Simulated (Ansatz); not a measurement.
# CH₅BN₂O: basis-set convergence

One table from this session's results is given with a row withheld; the runs are named, their logs left out.

Program: Ansatz 0.2.0, Gaussian basis. Level of theory: one geometry, several basis sets. These are calculated values, not measurements.

Plan: PBE0-D4/def2-SVP; ωB97M-V/def2-SVP; PBE0-D4/def2-QZVPP; ωB97M-V/def2-QZVPP; the functionals' def2-TZVPP values are taken from earlier runs.

## Structure used throughout

An earlier PBE0-D4 in a triple-zeta def2 set relaxation fixed the geometry.

SMILES `N=COBN`, 10 atoms, charge 0, spin multiplicity 1.

Atoms are counted from 1 here; the program's logs count them from 0.

Bond lengths: N1–C2 1.263 Å, N1–H6 1.015 Å, C2–O3 1.332 Å, C2–H7 1.094 Å, O3–B4 1.402 Å, B4–N5 1.384 Å, B4–H8 1.194 Å, N5–H9 1.009 Å, N5–H10 1.004 Å. Angles: C2–N1–H6 110.1°, N1–C2–O3 124.8°, N1–C2–H7 125.0°, O3–C2–H7 110.3°, C2–O3–B4 126.6°, O3–B4–N5 123.5°, O3–B4–H8 114.5°, N5–B4–H8 122.0°, B4–N5–H9 120.9°, B4–N5–H10 122.0°, H9–N5–H10 117.1°.

The first run:

The input, in.yaml:

```yaml
crystal:
  periodic: [false, false, false]
  atoms:
    - {symbol: N, position_ang: [-0.240833, 1.480841, 0.528158]}
    - {symbol: C, position_ang: [0.223287, 0.570470, 1.269812]}
    - {symbol: O, position_ang: [0.450408, -0.683615, 0.881264]}
    - {symbol: B, position_ang: [0.221888, -1.217222, -0.395343]}
    - {symbol: N, position_ang: [-0.286814, -0.481100, -1.450536]}
    - {symbol: H, position_ang: [-0.323724, 2.347323, 1.049769]}
    - {symbol: H, position_ang: [0.496352, 0.696616, 2.321199]}
    - {symbol: H, position_ang: [0.502922, -2.372664, -0.507525]}
    - {symbol: H, position_ang: [-0.518911, 0.494716, -1.338095]}
    - {symbol: H, position_ang: [-0.441575, -0.886564, -2.355602]}
basis:
  gaussian: {orbitals: def2-SVP}
hamiltonian: {xc: pbe0, dispersion: d4}
output: {orbitals: {seedname: orbitals}}
```

Started as:

```sh
$ ansatz run in.yaml --threads 2 --pin off --events-out ev --progress --plain --max-ram 4352MiB
```

Among the steps run: PBE0-D4 in def2-SVP; ωB97M-V in def2-SVP; PBE0-D4 in def2-QZVPP; ωB97M-V in def2-QZVPP.

One table of the session follows, with a row left open; its other results are not shown here.

It belongs to the step «Density functionals: the series». 

| functional | basis | HOMO (eV) | LUMO (eV) |
| --- | --- | --- | --- |
| PBE0-D4 | def2-SVP | -7.79 | 0.17 |
| PBE0-D4 | def2-TZVPP | ? | ? |
| PBE0-D4 | def2-QZVPP | -8.03 | -0.15 |
| ωB97M-V | def2-SVP | -10.11 | 2.46 |
| ωB97M-V | def2-TZVPP | -10.33 | 2.09 |
| ωB97M-V | def2-QZVPP | -10.37 | 1.90 |

Q: Estimate the row for PBE0-D4, def2-TZVPP from the others.

**Answer.** HOMO (eV): -7.99; LUMO (eV): -0.08. In the column «HOMO (eV)» it lies between PBE0-D4, def2-QZVPP (-8.03) and PBE0-D4, def2-SVP (-7.79).
